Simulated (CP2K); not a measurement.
BiS:

```
CELL_PARAMETERS angstrom
4.00294 0.00000 0.00000
0.00000 4.00294 0.00000
0.00000 0.00000 4.00294
ATOMIC_POSITIONS crystal
Bi 0.50000 0.50000 0.50000
S 0.00000 0.00000 0.00000
```

The cell was built by a generator and needn't be a form met in nature.

Program: CP2K 2026.2. Alike in all runs: task band structure; level PBE; no spin polarisation; cell as given; k mesh 7 × 7 × 7; smearing fermi-dirac 0.05 eV. Hardware: 1 thread of Arm Neoverse V2, on a shared host.

**Question.** Order these runs on this cell by their wall time, lowest first.
A. potentials or basis POTENTIAL_UZH Bi GTH-PBE-q5, S GTH-PBE-q6; TZV2P-MOLOPT-PBE-GTH basis; ADDED_MOS [10]
B. potentials or basis GTH_POTENTIALS Bi GTH-PBE-q5, S GTH-PBE-q6; TZVP-MOLOPT-SR-GTH, TZVP-MOLOPT-GTH basis; ADDED_MOS [10]
C. potentials or basis GTH_POTENTIALS Bi GTH-PBE-q5, S GTH-PBE-q6; SZV-MOLOPT-SR-GTH basis; ADDED_MOS [2]

**Answer.** C (3.2 s), B (10 s), A (26 s).
